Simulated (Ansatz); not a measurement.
# BaH2 under changes of volume

One of the cells (18.538 Å³/atom); the others are scaled copies at fixed shape and fractional positions:

```
Ba H
1.0
     6.79200    0.00000    0.00000
     0.00000    4.16800    0.00000
     0.00000    0.00000    7.85800
Ba H
4 8
Direct
  0.73971 0.75000 0.11137
  0.76029 0.25000 0.61137
  0.23971 0.75000 0.38863
  0.26029 0.25000 0.88863
  0.35400 0.75000 0.08650
  0.14600 0.25000 0.58650
  0.85400 0.75000 0.41350
  0.64600 0.25000 0.91350
  0.95700 0.75000 0.82600
  0.54300 0.25000 0.32600
  0.45700 0.75000 0.67400
  0.04300 0.25000 0.17400
```

```yaml
Program: Ansatz 0.2.0
Functional: PBEsol
Potentials_or_basis: Ansatz PAW
Cutoff: "420 eV (not typed: the program's choice for these potentials)"
k_mesh: 4 × 7 × 4
Occupations: fermi-dirac, width 0.05 eV
Spin: no spin polarisation
```

| volume (Å³/atom) | energy over the lowest point (meV/atom) | pressure (GPa) | gap on the mesh (eV) | largest force (eV/Å) |
| --- | --- | --- | --- | --- |
| 17.425 | ? | ? | ? | ? |
| 17.796 | 0.00 | -0.1 | 2.73 | 0.332 |
| 18.167 | 0.99 | -0.8 | 2.76 | 0.321 |
| 18.538 | 3.43 | -1.4 | 2.79 | 0.310 |
| 18.908 | 7.20 | -1.9 | 2.80 | 0.299 |
| 19.279 | 12.17 | -2.4 | 2.80 | 0.289 |
| 19.650 | 18.23 | -2.8 | 2.80 | 0.279 |

Task: What does the run at 17.425 Å³/atom give?

Result: Energy over the lowest point 0.62 meV/atom; pressure 0.6 GPa; gap on the mesh 2.70 eV; largest force 0.344 eV/Å.

Worked out: A Birch-Murnaghan fit of order 3 (a polynomial in V^(-2/3)) to the other rows has its minimum at 17.75 Å³/atom, just outside them, with B0 = V·E''(V) = 34 GPa and B' = 3.8 at fixed shape and positions, which overstates the stiffness. It gives 0.63 meV/atom at 17.425 Å³/atom, against the run's 0.62, and -dE/dV = 0.6 GPa, against 0.6. A parabola through the other rows of the gap, of slope 2.38 eV per unit of ln V there, extrapolates to 2.68 eV, against the run's 2.70.

Energies are extrapolated to zero smearing.

Caveats: odd divisions of the mesh miss points on the zone boundary, where band edges often lie, so the gap on the mesh can be too wide; spin-orbit coupling is left out, which moves the levels of the heavy elements; the PAW data sets come from PBE, with cores solved anew for the run's functional, which leaves a small shift of forces and pressure.

A mesh can miss the band edges.
